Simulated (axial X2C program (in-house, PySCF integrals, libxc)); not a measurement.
**TcB: from the state search to constants**

What are the state, bond length, wavenumber and bond energy of TcB, and what does spin–orbit coupling change?

Program: an in-house X2C program for linear molecules on PySCF integrals. Level of theory: all-electron X2C, Tc dyall-cv3z, B dyall-v3z. These are calculated values, not measurements.

**1. Set-up**

task.json

```json
{"zs": [43, 5], "q": 0, "bas": ["dyall-cv3z", "dyall-v3z"], "levels": ["PBE0", "HF", "BP86"], "cc": true, "r0": 2.13, "thr": -2.0, "nmax": 90, "npts": 10, "nst": 2, "ntry": 6}
```

Keys: zs atomic numbers; q charge; bas basis sets; levels methods (HF also brings MP2); cc coupled cluster on or off; r0 starting distance in Å; thr threshold in hartree for freezing inner shells (an s shell follows its p shell); nmax most natural virtual spinors; npts points asked for on the curve; nst determinants followed; ntry starts of the search.

Launch:

```sh
> python so2c.py task.json out
```

Spin-free means the one-electron spin-free X2C Hamiltonian; two-component (2c) means X2C with spin–orbit coupling and atomic mean-field two-electron Coulomb and Gaunt terms. Basis: Tc dyall-cv3z contracted to [12s12p8d5f3g], B dyall-v3z contracted to [7s6p2d1f]; Gaussian nuclei, density fitting. Masses: Tc 98.907 u, B 11.009 u.

Notation: σ, π±, δ± give the projection m of an orbital's angular momentum (0, ±1, ±2), α and β its spin, Λ and M_S the sums; ω is the projection of a spinor's total angular momentum and Ω the sum. Logs are in hartree.

The results follow Hamiltonian by Hamiltonian and level by level.

**2. Search for the lowest determinant**

PBE0 moves the distance from 2.130 Å to 1.745 Å and compares determinants there.

Spin-free determinants:

| ΔE (eV) | state | open shells |
| --- | --- | --- |
| 0.00 | M_S = 1, Λ = 0 | beyond closed shells: δ+α, δ-α |
| 0.39 | M_S = 2, Λ = 0 | beyond closed shells: 2 × σα, δ+α, δ-α |
| 1.32 | M_S = 2, Λ = 1 | beyond closed shells: σα, π+α, π+β, π-α, δ+α, δ-α |
| 1.62 | M_S = 1, Λ = 2 | beyond closed shells: σα, δ+α, δ+β, δ-α |
| 1.66 | M_S = 0, Λ = 0 | beyond closed shells: 2 × σβ, δ+α, δ-α |
| 1.91 | M_S = 1, Λ = 1 | beyond closed shells: σβ, π+α, π+β, π-α, δ+α, δ-α |
| 2.02 | M_S = 1, Λ = 2 | beyond closed shells: σα, δ+α |

Two-component determinants:

| ΔE (eV) | state | open shells |
| --- | --- | --- |
| 0.00 | Ω = 1 | excess of +ω over −ω: ω = -3/2, ω = 5/2 |
| 0.39 | Ω = 2 | excess of +ω over −ω: 2 × ω = 1/2, ω = -3/2, ω = 5/2 |
| 1.06 | Ω = 0 | closed shell |
| 1.24 | Ω = 4 | excess of +ω over −ω: ω = 3/2, ω = 5/2 |
| 1.29 | Ω = 3 | excess of +ω over −ω: ω = 1/2, ω = 5/2 |
| 1.42 | Ω = 0 | closed shell |
| 1.53 | Ω = 3 | excess of +ω over −ω: ω = 1/2, ω = 5/2 |

**3. PBE0, spin-free**

State followed: M_S = 1, Λ = 0 (beyond closed shells: δ+α, δ-α). The scan is laid around 1.745 Å, a first estimate of the minimum, and this SCF restarts from the orbitals of the search.

The SCF at the reference distance of 1.745 Å:

```text
spin-free X2C-1e  PBE0
basis functions 192  fitting functions 936  grid points 5075
iter        total energy     max residual
   1      -4309.789381061     3.26e-05
   2      -4309.789381038     7.93e-05
   3      -4309.789381117     1.58e-05
   4      -4309.789381128     1.41e-05
   5      -4309.789381143     6.70e-06
   6      -4309.789381146     1.29e-06
   7      -4309.789381147     1.21e-06
converged
one-electron -6073.34421430  Coulomb 1831.82838075  exact exchange -32.82269287  xc functional -100.65033916  nuclear repulsion 65.19948444
```

Along the bond, energies from the lowest point:

| R (Å) | E (eV) | μ (D) | HOMO (eV) | LUMO (eV) | iterations |
| --- | --- | --- | --- | --- | --- |
| 1.518 | 1.0103 | -4.07 | -5.86 | -2.37 | 15 |
| 1.588 | 0.4215 | -4.04 | -5.79 | -2.43 | 15 |
| 1.640 | 0.1679 | -3.99 | -5.75 | -2.47 | 15 |
| 1.693 | 0.0364 | -3.94 | -5.73 | -2.50 | 16 |
| 1.745 | 0.0000 | -3.89 | -5.71 | -2.54 | 7 |
| 1.806 | 0.0488 | -3.84 | -5.70 | -2.58 | 17 |
| 1.867 | 0.1699 | -3.81 | -5.65 | -2.62 | 16 |
| 1.946 | 0.3988 | -3.82 | -5.48 | -2.69 | 16 |
| 2.042 | 0.7486 | -3.87 | -5.28 | -2.78 | 17 |
| 2.181 | 1.3249 | -4.00 | -5.04 | -2.92 | 16 |

Dipoles are positive if B is the positive end.

Outer orbitals at the reference distance:

```tsv
symmetry	occupied	ε (eV)	atomic character
σβ	yes	-10.37	50% B s, 25% Tc d, 14% Tc s
σα	yes	-9.65	40% Tc d, 38% B s, 11% Tc s
π+α	yes	-6.84	79% Tc d, 17% B p, 2% B d
π-α	yes	-6.84	79% Tc d, 17% B p, 2% B d
δ-α	yes	-6.80	99% Tc d
δ+α	yes	-6.80	99% Tc d
σα	yes	-6.11	44% Tc d, 32% Tc s, 16% B s
π-β	yes	-5.97	63% Tc d, 32% B p
π+β	yes	-5.97	63% Tc d, 32% B p
σβ	yes	-5.71	39% Tc d, 39% B p, 10% B s
σα	no	-2.54	38% Tc p, 27% B p, 25% Tc s
σβ	no	-2.06	58% Tc s, 16% Tc p, 12% B p
π+α	no	-1.17	68% Tc p, 25% B p, 6% Tc d
π-α	no	-1.17	68% Tc p, 25% B p, 6% Tc d
```

PBE0 fields in the half plane through the axis: z from -2.4 to 3.9 Å across, distance from the axis 0.15 to 2.25 Å upwards; Tc lies at z = 0 and B at z = 1.745 Å; the ELF is damped to zero where the density is low.

log10 density (e/bohr³). Ten even steps from ' ' (-4.50 ) to '@' (1.69 ):
```
      ......::::::::::::::::::::........    
    ....::::::::------------::::::::......  
  ....::::------------------------::::::....
....::::----==================------::::....
..::::----====++++++++============----::::..
..::::--==++++******++++++++++++====----::::
..::----==++**######**++++++++++++====--::::
..::--====++##%%@@%%##******%%++++====--::::
```

ELF. Ten even steps from ' ' (0.00 ) to '@' (1.00 ):
```
                ......::::::::::..          
            ......::::--========--::..      
          ......::::::==++********++==::    
          ..::::::::::==**##########**++::  
        ....::------::==##%%%%%%%%%%%%##++..
      ....::==****++--==######%%@@@@@@%%##--
      ..::==####==##**++##::  --%%@@@@@@%%==
    ....::++##::++::##++++::@@  %%@@@@@@%%++
```

Re = 1.743 Å, ωe = 859 cm⁻¹, ωexe = 4.69 cm⁻¹, Be = 0.5604 cm⁻¹, De = 4.16 eV, μ = -3.89 D. ⟨S²⟩ = 2.59 against 2.00 for a pure state, so this determinant mixes spins.

**4. HF, spin-free**

The SCF at the reference distance of 1.745 Å:

```text
spin-free X2C-1e  HF
basis functions 192  fitting functions 936  grid points 5075
iter        total energy     max residual
   1      -4307.607120613     3.14e-01
   2      -4307.631972368     8.02e-03
   3      -4307.635454240     9.40e-03
   4      -4307.637271807     7.98e-03
   5      -4307.639600323     5.78e-03
   6      -4307.643188659     5.95e-03
   7      -4307.646906149     3.66e-03
   8      -4307.650030510     2.37e-03
   9      -4307.650634670     1.56e-03
  10      -4307.651074643     8.74e-04
  11      -4307.651200055     7.77e-04
  12      -4307.651277725     2.70e-04
  13      -4307.651285834     1.84e-04
  14      -4307.651288683     1.36e-04
  15      -4307.651290995     6.38e-05
  16      -4307.651291824     3.65e-05
  17      -4307.651292019     1.88e-05
  18      -4307.651292072     8.31e-06
  19      -4307.651292081     3.62e-06
  20      -4307.651292082     9.24e-07
converged
one-electron -6071.26886385  Coulomb 1829.88251014  exact exchange -131.46442281  xc functional 0.00000000  nuclear repulsion 65.19948444
```

No constants are quoted: the solution changes its character somewhere along the scan, so the fit is set aside.

**5. BP86, spin-free**

Output at 1.745 Å:

```text
spin-free X2C-1e  BP86
basis functions 192  fitting functions 936  grid points 5075
iter        total energy     max residual
   1      -4310.693039884     1.36e-01
   2      -4310.697148393     3.56e-03
   3      -4310.694101273     1.40e-02
   4      -4310.696968130     5.95e-03
   5      -4310.697485749     2.87e-03
   6      -4310.697623004     2.87e-04
   7      -4310.697626463     2.85e-04
   8      -4310.697628160     1.44e-04
   9      -4310.697628614     4.26e-06
  10      -4310.697628616     1.54e-06
  11      -4310.697628616     8.50e-07
converged
one-electron -6073.14928562  Coulomb 1831.61204659  exact exchange 0.00000000  xc functional -134.35987403  nuclear repulsion 65.19948444
```

Re = 1.761 Å, ωe = 858 cm⁻¹, ωexe = 3.89 cm⁻¹, Be = 0.5488 cm⁻¹, De = 4.76 eV, μ = -3.51 D. ⟨S²⟩ = 2.55 against 2.00 for a pure state, so this determinant mixes spins.

**6. Correlated methods, spin-free**

Correlated methods: 10 electrons correlated (frozen shells, counted by type: Tc 4 s, 3 p, 1 d; B 1 s), 260 virtual spinors in MP2, 89 natural virtuals in coupled cluster.

Output of the correlated part at 1.745 Å:

```text
correlated 10  virtual 260  natural virtual 89  E(MP2) -0.274848860  MP2 remainder -0.012328374
iter   CCSD correlation   residual
   1     -0.251534683   1.83e-01
   2     -0.264766941   1.02e-01
   3     -0.277256820   6.92e-02
   4     -0.281694113   3.43e-02
   5     -0.284346245   1.84e-02
   6     -0.284716659   9.00e-03
   7     -0.284922279   4.92e-03
   8     -0.284947780   2.73e-03
   9     -0.284929911   1.55e-03
  10     -0.284958219   8.69e-04
  11     -0.284942360   5.09e-04
  12     -0.284955107   2.51e-04
  13     -0.284952134   1.14e-04
  14     -0.284953915   5.84e-05
  15     -0.284955522   2.78e-05
  16     -0.284956148   1.31e-05
  17     -0.284956882   7.48e-06
  18     -0.284957333   3.96e-06
  19     -0.284957407   2.01e-06
  20     -0.284957528   1.19e-06
  21     -0.284957521   6.60e-07
(T) -0.018678575  T1 0.1299  D1 0.2069  max T2 0.065
```

T1 in the output is the amplitude norm over the root of the electron number; divide by √2 for the Lee–Taylor value.

MP2: No constants are quoted: the reference changes its character somewhere along the scan, so the fit is set aside.

CCSD: No constants are quoted: the reference changes its character somewhere along the scan, so the fit is set aside.

CCSD(T): No constants are quoted: the reference changes its character somewhere along the scan, so the fit is set aside.

**7. A higher determinant, spin-free**

State: M_S = 2, Λ = 0 (beyond closed shells: 2 × σα, δ+α, δ-α).

Output at the reference distance:

```text
spin-free X2C-1e  PBE0
basis functions 192  fitting functions 936  grid points 5075
iter        total energy     max residual
   1      -4309.774954478     5.48e-06
   2      -4309.774954476     1.36e-05
converged
one-electron -6071.51152091  Coulomb 1829.97030158  exact exchange -32.81715773  xc functional -100.61606186  nuclear repulsion 65.19948444
```

| R (Å) | E above the lowest PBE0 point (eV) |
| --- | --- |
| 1.518 | 2.106 |
| 1.588 | 1.256 |
| 1.640 | 0.834 |
| 1.693 | 0.555 |
| 1.745 | 0.393 |
| 1.806 | 0.318 |
| 1.867 | 0.338 |
| 1.946 | 0.464 |
| 2.042 | 0.719 |

Re = 1.821 Å, ωe = 803 cm⁻¹, ωexe = 4.43 cm⁻¹, Be = 0.5129 cm⁻¹, μ = -1.84 D. Te = 0.31 eV.

**8. The spin-free curves together**

Energy (eV) of the followed determinant, spin-free, from each level's lowest point:

| R (Å) | PBE0 | HF (jumps) | MP2 (its reference jumps) | CCSD (its reference jumps) | CCSD(T) (its reference jumps) | BP86 |
| --- | --- | --- | --- | --- | --- | --- |
| 1.518 | 1.010 | 1.749 | 0.321 | n/a | n/a | 1.178 |
| 1.588 | 0.421 | 1.089 | 0.018 | 0.361 | 0.340 | 0.528 |
| 1.640 | 0.168 | 0.728 | 0.000 | 0.131 | 0.115 | 0.233 |
| 1.693 | 0.036 | 0.455 | 0.053 | 0.020 | 0.011 | 0.066 |
| 1.745 | 0.000 | 0.255 | 0.150 | 0.000 | 0.000 | 0.000 |
| 1.806 | 0.049 | 0.101 | 0.318 | 0.065 | 0.075 | 0.022 |
| 1.867 | 0.170 | 0.018 | 0.541 | 0.190 | 0.209 | 0.125 |
| 1.946 | 0.399 | 0.000 | 0.893 | 0.421 | 0.447 | 0.343 |
| 2.042 | 0.749 | 0.085 | 1.438 | n/a | n/a | 0.692 |
| 2.181 | 1.325 | 0.325 | 2.539 | n/a | n/a | 1.279 |

**9. PBE0, 2c**

State followed: Ω = 1 (excess of +ω over −ω: ω = -3/2, ω = 5/2). The scan is laid around 1.745 Å, a first estimate of the minimum, and this SCF restarts from the orbitals of the search.

Output at 1.745 Å:

```text
two-component X2C + atomic mean field  PBE0
basis functions 192  fitting functions 936  grid points 5075
iter        total energy     max residual
   1      -4308.069443331     1.86e-06
   2      -4308.069443332     2.19e-06
converged
one-electron -6068.69816736  Coulomb 1830.89422509  exact exchange -32.80442915  xc functional -100.59593420  nuclear repulsion 65.19948444  atomic mean-field constant -2.06462215
```

Along the bond, energies from the lowest point:

| R (Å) | E (eV) | μ (D) | HOMO (eV) | LUMO (eV) | iterations |
| --- | --- | --- | --- | --- | --- |
| 1.518 | 1.0043 | -4.07 | -5.85 | -2.36 | 15 |
| 1.588 | 0.4180 | -4.04 | -5.78 | -2.43 | 15 |
| 1.640 | 0.1659 | -3.99 | -5.75 | -2.47 | 15 |
| 1.693 | 0.0356 | -3.94 | -5.73 | -2.50 | 16 |
| 1.745 | 0.0000 | -3.89 | -5.71 | -2.53 | 2 |
| 1.806 | 0.0494 | -3.84 | -5.69 | -2.58 | 17 |
| 1.867 | 0.1708 | -3.81 | -5.62 | -2.62 | 16 |
| 1.946 | 0.3996 | -3.81 | -5.45 | -2.68 | 16 |
| 2.042 | 0.7490 | -3.87 | -5.26 | -2.77 | 16 |
| 2.181 | 1.3234 | -3.98 | -5.02 | -2.92 | 20 |

Dipoles are positive if B is the positive end.

Outer spinors at the reference distance:

| ω | occupied | ε (eV) | atomic character | λ mixture |
| --- | --- | --- | --- | --- |
| -1/2 | yes | -10.37 | 50% B s, 25% Tc d, 14% Tc s | 100% σ |
| 1/2 | yes | -9.65 | 40% Tc d, 38% B s, 11% Tc s | 100% σ |
| -3/2 | yes | -6.91 | 98% Tc d | 99% δ, 1% π |
| -1/2 | yes | -6.89 | 79% Tc d, 17% B p, 2% B d | 100% π |
| 3/2 | yes | -6.80 | 79% Tc d, 18% B p, 2% B d | 100% π |
| 5/2 | yes | -6.70 | 99% Tc d | 100% δ |
| 1/2 | yes | -6.15 | 47% Tc d, 26% Tc s, 13% B s | 81% σ, 19% π |
| 1/2 | yes | -5.97 | 60% Tc d, 28% B p, 6% Tc s | 81% π, 19% σ |
| -3/2 | yes | -5.94 | 63% Tc d, 33% B p | 99% π, 1% δ |
| -1/2 | yes | -5.71 | 39% Tc d, 39% B p, 10% B s | 100% σ |
| 1/2 | no | -2.53 | 38% Tc p, 27% B p, 25% Tc s | 100% σ |
| -1/2 | no | -2.06 | 58% Tc s, 16% Tc p, 12% B p | 100% σ |
| 3/2 | no | -1.25 | 92% Tc d, 4% Tc p, 2% B p | 94% δ, 6% π |
| -1/2 | no | -1.21 | 68% Tc p, 25% B p, 6% Tc d | 100% π |

PBE0 fields in the half plane through the axis: z from -2.4 to 3.9 Å across, distance from the axis 0.15 to 2.25 Å upwards; Tc lies at z = 0 and B at z = 1.745 Å; the ELF is damped to zero where the density is low.

log10 density (e/bohr³). Ten even steps from '0' (-4.50 ) to '9' (1.69 ):
```
0001112222222222111100
0011222233333322221110
0112233333333333322211
1122334444444443332211
1223344555544444433221
1223455666555555443322
1233456777655555544322
1234457898766685544322
```

ELF. Ten even steps from ' ' (0.00 ) to '@' (1.00 ):
```
                ......::::::::::..          
            ......::::--========--::..      
          ......::::::==++********++==::    
          ..::::::::::==**##########**++::  
        ....::------::==##%%%%%%%%%%%%##++..
      ....::==****++--==######%%@@@@@@%%##--
      ..::==####==##**++##::  --%%@@@@@@%%==
    ....::++##::++::##++++::@@  %%@@@@@@%%++
```

Re = 1.742 Å, ωe = 859 cm⁻¹, ωexe = 4.7 cm⁻¹, Be = 0.5607 cm⁻¹, De = 4.16 eV, μ = -3.89 D.

**10. HF, 2c**

The SCF at the reference distance of 1.745 Å:

```text
two-component X2C + atomic mean field  HF
basis functions 192  fitting functions 936  grid points 5075
iter        total energy     max residual
   1      -4305.886796567     3.14e-01
   2      -4305.911655907     8.07e-03
   3      -4305.915139650     9.45e-03
   4      -4305.916955783     7.98e-03
   5      -4305.919277109     5.76e-03
   6      -4305.922854902     5.94e-03
   7      -4305.926537496     3.66e-03
   8      -4305.929609149     2.51e-03
   9      -4305.930224201     1.67e-03
  10      -4305.930664104     8.66e-04
  11      -4305.930797776     7.86e-04
  12      -4305.930872600     2.72e-04
  13      -4305.930880656     1.88e-04
  14      -4305.930883734     1.40e-04
  15      -4305.930886225     6.46e-05
  16      -4305.930887104     3.42e-05
  17      -4305.930887320     1.83e-05
  18      -4305.930887391     1.47e-05
  19      -4305.930887410     1.23e-05
  20      -4305.930887419     1.07e-05
  21      -4305.930887427     8.86e-06
  22      -4305.930887437     5.71e-06
  23      -4305.930887443     2.11e-06
  24      -4305.930887444     9.49e-07
converged
one-electron -6066.62469258  Coulomb 1828.94979278  exact exchange -131.39084993  xc functional 0.00000000  nuclear repulsion 65.19948444  atomic mean-field constant -2.06462215
```

No constants are quoted: the solution changes its character somewhere along the scan, so the fit is set aside.

**11. BP86, 2c**

The SCF at the reference distance of 1.745 Å:

```text
two-component X2C + atomic mean field  BP86
basis functions 192  fitting functions 936  grid points 5075
iter        total energy     max residual
   1      -4308.972815439     1.36e-01
   2      -4308.976925760     3.59e-03
   3      -4308.973799183     1.43e-02
   4      -4308.976753862     5.95e-03
   5      -4308.977264848     2.86e-03
   6      -4308.977400454     2.87e-04
   7      -4308.977403888     2.84e-04
   8      -4308.977405572     1.44e-04
   9      -4308.977406024     4.27e-06
  10      -4308.977406026     1.53e-06
  11      -4308.977406026     8.49e-07
converged
one-electron -6068.50313288  Coulomb 1830.67780287  exact exchange 0.00000000  xc functional -134.28693831  nuclear repulsion 65.19948444  atomic mean-field constant -2.06462215
```

Re = 1.760 Å, ωe = 857 cm⁻¹, ωexe = 3.9 cm⁻¹, Be = 0.5491 cm⁻¹, De = 4.76 eV, μ = -3.51 D.

**12. MP2 and beyond, 2c**

Correlated methods: 10 electrons correlated (frozen shells, counted by type: Tc 4 s, 3 p, 1 d; B 1 s), 260 virtual spinors in MP2, 90 natural virtuals in coupled cluster.

Output of the correlated part at 1.745 Å:

```text
correlated 10  virtual 260  natural virtual 90  E(MP2) -0.274935798  MP2 remainder -0.012004257
iter   CCSD correlation   residual
   1     -0.251847795   1.83e-01
   2     -0.265101885   1.02e-01
   3     -0.277602041   6.93e-02
   4     -0.282056828   3.44e-02
   5     -0.284733805   1.85e-02
   6     -0.285105933   9.03e-03
   7     -0.285313910   4.94e-03
   8     -0.285339531   2.73e-03
   9     -0.285321283   1.55e-03
  10     -0.285350001   8.72e-04
  11     -0.285334018   5.13e-04
  12     -0.285346855   2.54e-04
  13     -0.285343803   1.16e-04
  14     -0.285345568   6.07e-05
  15     -0.285347193   3.00e-05
  16     -0.285347831   1.53e-05
  17     -0.285348620   9.54e-06
  18     -0.285349124   5.71e-06
  19     -0.285349167   3.32e-06
  20     -0.285349285   2.11e-06
  21     -0.285349222   1.27e-06
  22     -0.285349198   7.29e-07
  23     -0.285349176   4.17e-07
  24     -0.285349155   2.24e-07
  25     -0.285349151   1.20e-07
(T) -0.018761226  T1 0.1302  D1 0.2087  max T2 0.065
```

MP2: No constants are quoted: the reference changes its character somewhere along the scan, so the fit is set aside.

CCSD: No constants are quoted: the reference changes its character somewhere along the scan, so the fit is set aside.

CCSD(T): No constants are quoted: the reference changes its character somewhere along the scan, so the fit is set aside.

**13. A higher determinant, 2c**

State: Ω = 2 (excess of +ω over −ω: 2 × ω = 1/2, ω = -3/2, ω = 5/2).

Output at the reference distance:

```text
two-component X2C + atomic mean field  PBE0
basis functions 192  fitting functions 936  grid points 5075
iter        total energy     max residual
   1      -4308.054928078     2.07e-06
   2      -4308.054928078     2.56e-06
converged
one-electron -6066.86402983  Coulomb 1829.03470586  exact exchange -32.79888017  xc functional -100.56158622  nuclear repulsion 65.19948444  atomic mean-field constant -2.06462215
```

| R (Å) | E above the lowest PBE0 point (eV) |
| --- | --- |
| 1.518 | 2.103 |
| 1.588 | 1.256 |
| 1.640 | 0.835 |
| 1.693 | 0.557 |
| 1.745 | 0.395 |
| 1.806 | 0.320 |
| 1.867 | 0.341 |
| 1.946 | 0.467 |
| 2.042 | 0.721 |

Re = 1.821 Å, ωe = 802 cm⁻¹, ωexe = 4.42 cm⁻¹, Be = 0.513 cm⁻¹, μ = -1.83 D. Te = 0.32 eV.

**14. The 2c curves together**

Energy (eV) of the followed determinant, 2c, from each level's lowest point:

| R (Å) | PBE0 | HF (jumps) | MP2 (its reference jumps) | CCSD (its reference jumps) | CCSD(T) (its reference jumps) | BP86 |
| --- | --- | --- | --- | --- | --- | --- |
| 1.518 | 1.004 | 1.738 | 0.318 | n/a | n/a | 1.171 |
| 1.588 | 0.418 | 1.081 | 0.016 | 0.360 | 0.339 | 0.524 |
| 1.640 | 0.166 | 0.722 | 0.000 | 0.132 | 0.115 | 0.231 |
| 1.693 | 0.036 | 0.451 | 0.054 | 0.021 | 0.012 | 0.065 |
| 1.745 | 0.000 | 0.252 | 0.153 | 0.000 | 0.000 | 0.000 |
| 1.806 | 0.049 | 0.099 | 0.322 | 0.063 | 0.074 | 0.023 |
| 1.867 | 0.171 | 0.017 | 0.545 | 0.190 | 0.210 | 0.126 |
| 1.946 | 0.400 | 0.000 | 0.900 | 0.421 | 0.448 | 0.344 |
| 2.042 | 0.749 | 0.086 | 1.441 | n/a | n/a | 0.693 |
| 2.181 | 1.323 | 0.327 | 2.544 | n/a | n/a | 1.278 |

The whole job took 4 min on 1 thread of Arm Neoverse V1, shared host.

**15. Constants**

Lowest determinant that the search found at its distance, spin-free: M_S = 1, Λ = 0 (beyond closed shells: δ+α, δ-α).

Lowest determinant that the search found at its distance, 2c: Ω = 1 (excess of +ω over −ω: ω = -3/2, ω = 5/2).

```csv
Hamiltonian,level,Re (Å),ωe (cm⁻¹),De (eV),μ (D)
spin-free,PBE0,1.743,859,4.16,-3.89
spin-free,BP86,1.761,858,4.76,-3.51
2c,PBE0,1.742,859,4.16,-3.89
2c,BP86,1.760,857,4.76,-3.51
```

Dipoles are positive if B is the positive end. No constants: spin-free HF (the solution changes its character somewhere along the scan, so the fit is set aside); spin-free MP2 (the reference changes its character somewhere along the scan, so the fit is set aside); spin-free CCSD (the reference changes its character somewhere along the scan, so the fit is set aside); spin-free CCSD(T) (the reference changes its character somewhere along the scan, so the fit is set aside); 2c HF (the solution changes its character somewhere along the scan, so the fit is set aside); 2c MP2 (the reference changes its character somewhere along the scan, so the fit is set aside); 2c CCSD (the reference changes its character somewhere along the scan, so the fit is set aside); 2c CCSD(T) (the reference changes its character somewhere along the scan, so the fit is set aside). Spin-free ⟨S²⟩ is off its pure value at PBE0 2.59, BP86 2.55.

Time per point (s) on 1 thread of Arm Neoverse V1, shared host (2c runs); the times are rough: PBE0 0.86, BP86 0.44.

What this shows: At PBE0, going from spin-free to two-component changes Re by 0 mÅ, ωe by -0.1 %; the spin-free picture holds up (part of it comes from the scalar share of the two-electron terms). De moves by 0.00 eV; both De rest on single-determinant atoms, which can miss part of an open shell's spin–orbit lowering.

De refers to Tc + B, each in the lowest determinant found, which need not be this curve's own limit. The state is a single determinant with fixed occupations, the lowest that a limited PBE0 search found. Dissociation energies refer to the lowest single-determinant-based atoms at the same level and basis. Density functionals use the spin component along the axis (collinear). With several unpaired electrons one determinant need not be a pure state. The spin-free determinant is spin-contaminated at some levels.
